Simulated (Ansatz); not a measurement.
**CH7GaGeO: a ladder of functionals and wavefunction methods**

An exercise on one series of results from a longer session: the logs are not shown, and one member is left open.

Method: functionals in def2-TZVPP, the program's frozen cores in correlated methods; program: Ansatz 0.2.0, Gaussian basis.

Levels to be run: PBE-D4, r2SCAN-D4, PBE0-D4, B3LYP-D4, ωB97X-V, ωB97M-V, B2PLYP; CCSD(T)/def2-TZVPP; MP2/def2-QZVPP; extrapolation to the limit.

### Structure used throughout

An earlier PBE0-D4 in a triple-zeta def2 set relaxation fixed the geometry.

11 atoms, charge 0, spin multiplicity 1.

Atoms are counted from 1 here; the program's logs count them from 0.

Bond lengths: O1–Ge2 1.785 Å, O1–H5 0.959 Å, Ge2–C3 1.952 Å, Ge2–H6 1.534 Å, Ge2–H7 1.544 Å, C3–H8 1.095 Å, C3–H9 1.092 Å, C3–H11 1.092 Å, Ga4–H10 1.688 Å. Angles: Ge2–O1–H5 112.7°, O1–Ge2–C3 109.4°, O1–Ge2–H6 104.1°, O1–Ge2–H7 109.6°, C3–Ge2–H6 111.9°, C3–Ge2–H7 110.3°, H6–Ge2–H7 111.4°, Ge2–C3–H8 108.3°, Ge2–C3–H9 109.3°, Ge2–C3–H11 110.4°, H8–C3–H9 110.0°, H8–C3–H11 109.8°, H9–C3–H11 109.0°.

The first run:

The input, in.yaml:

```yaml
crystal:
  periodic: [false, false, false]
  atoms:
    - {symbol: O, position_ang: [-1.101057, 2.047453, -0.623280]}
    - {symbol: Ge, position_ang: [-0.111426, 1.360450, 0.693407]}
    - {symbol: C, position_ang: [0.004630, -0.575829, 0.473328]}
    - {symbol: Ga, position_ang: [0.414106, -3.436069, -0.883669]}
    - {symbol: H, position_ang: [-0.655591, 2.022593, -1.472608]}
    - {symbol: H, position_ang: [-0.869408, 1.747544, 1.970241]}
    - {symbol: H, position_ang: [1.298228, 1.989238, 0.662580]}
    - {symbol: H, position_ang: [0.503495, -0.785206, -0.478652]}
    - {symbol: H, position_ang: [-1.001294, -0.999641, 0.469004]}
    - {symbol: H, position_ang: [1.010210, -2.409075, -2.083614]}
    - {symbol: H, position_ang: [0.573406, -1.018559, 1.293762]}
basis:
  gaussian: {orbitals: def2-TZVPP}
hamiltonian: {xc: pbe, dispersion: d4}
output: {forces: true, orbitals: {seedname: orbitals}}
```

Launch:

```bash
> ansatz run in.yaml --threads 4 --pin off --events-out ev --progress --plain --max-ram 10444MiB
```

Among the steps run: PBE-D4 (GGA); r2SCAN-D4 (meta-GGA); PBE0-D4 (hybrid); B3LYP-D4 (hybrid); ωB97X-V (range-separated); ωB97M-V (range-separated); B2PLYP (double hybrid); CCSD(T) in def2-TZVPP; MP2 in def2-QZVPP.

One of the session's tables, all rows but one given; the rest of the session is left out.

| method | atomisation energy (kcal/mol) |
| --- | --- |
| PBE-D4 | 794.9 |
| r2SCAN-D4 | 791.8 |
| PBE0-D4 | 784.1 |
| B3LYP-D4 | 790.6 |
| ωB97X-V | 795.1 |
| ωB97M-V | 791.2 |
| B2PLYP | 782.8 |
| HF/def2-TZVPP | 572.7 |
| MP2/def2-TZVPP | 781.9 |
| CCSD/def2-TZVPP | 771.7 |
| CCSD(T)/def2-TZVPP | ? |
| MP2/CBS | 798.8 |
| CCSD(T)/CBS | 798.3 |

Estimate the missing values for CCSD(T)/def2-TZVPP.

As computed: atomisation energy (kcal/mol): 781.3. In the column «atomisation energy (kcal/mol)» it lies between CCSD/def2-TZVPP (771.7) and MP2/def2-TZVPP (781.9).

To keep in mind: Free atoms (1 O, 1 Ge, 1 C, 1 Ga, 7 H) were run apart at each level; the atomisation energy is their sum less the molecule, without zero-point or spin-orbit terms.
